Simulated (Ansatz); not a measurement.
**B2H4F2: how energies converge with the basis set**

An exercise on one series of results from a longer session: the logs are not shown, and one member is left open.

Method: one geometry, several basis sets; program: Ansatz 0.2.0, Gaussian basis.

Levels to be run: PBE0-D4/def2-SVP; ωB97M-V/def2-SVP; PBE0-D4/def2-QZVPP; ωB97M-V/def2-QZVPP; the functionals' def2-TZVPP values are taken from earlier runs.

## The relaxed structure

All runs share one geometry, relaxed beforehand with PBE0-D4 in a triple-zeta def2 set.

SMILES `[BH2-]1[F+][BH2-][F+]1`, 8 atoms, charge 0, spin multiplicity 1.

Atoms are counted from 1 here; the program's logs count them from 0.

Bond lengths: B1–F2 1.538 Å, B1–F4 1.538 Å, B1–H5 1.190 Å, B1–H6 1.190 Å, F2–B3 1.538 Å, B3–F4 1.538 Å, B3–H7 1.190 Å, B3–H8 1.190 Å. Angles: F2–B1–F4 88.1°, F2–B1–H5 110.0°, F2–B1–H6 110.0°, F4–B1–H5 110.0°, F4–B1–H6 110.0°, H5–B1–H6 123.1°, B1–F2–B3 91.9°, F2–B3–F4 88.1°, F2–B3–H7 110.0°, F2–B3–H8 110.0°, F4–B3–H7 110.0°, F4–B3–H8 110.0°, H7–B3–H8 123.1°, B1–F4–B3 91.9°.

The first run:

in.yaml

```yaml
crystal:
  periodic: [false, false, false]
  atoms:
    - {symbol: B, position_ang: [-0.487991, 0.947259, -0.293838]}
    - {symbol: F, position_ang: [0.637273, 0.536019, 0.670614]}
    - {symbol: B, position_ang: [0.488040, -0.947230, 0.293853]}
    - {symbol: F, position_ang: [-0.636813, -0.535919, -0.671088]}
    - {symbol: H, position_ang: [-0.035961, 1.557316, -1.210261]}
    - {symbol: H, position_ang: [-1.440156, 1.308423, 0.322021]}
    - {symbol: H, position_ang: [1.440207, -1.309063, -0.321607]}
    - {symbol: H, position_ang: [0.035411, -1.556794, 1.210316]}
basis:
  gaussian: {orbitals: def2-SVP}
hamiltonian: {xc: pbe0, dispersion: d4}
output: {orbitals: {seedname: orbitals}}
```

Steps of the session up to this table: PBE0-D4 in def2-SVP; ωB97M-V in def2-SVP; PBE0-D4 in def2-QZVPP; ωB97M-V in def2-QZVPP.

One of the session's tables, all rows but one given; the rest of the session is left out.

It belongs to the step «Density functionals: the series». 

```
functional       basis  HOMO (eV)  LUMO (eV)
   PBE0-D4    def2-SVP      -9.13       0.33
   PBE0-D4  def2-TZVPP      -9.15      -0.08
   PBE0-D4  def2-QZVPP      -9.16      -0.22
   ωB97M-V    def2-SVP          ?          ?
   ωB97M-V  def2-TZVPP     -11.54       1.58
   ωB97M-V  def2-QZVPP     -11.55       1.18
```

Estimate the missing values for ωB97M-V, def2-SVP.

**Answer.** HOMO (eV): -11.48; LUMO (eV): 2.31. In the column «HOMO (eV)» it lies between ωB97M-V, def2-TZVPP (-11.54) and PBE0-D4, def2-QZVPP (-9.16).
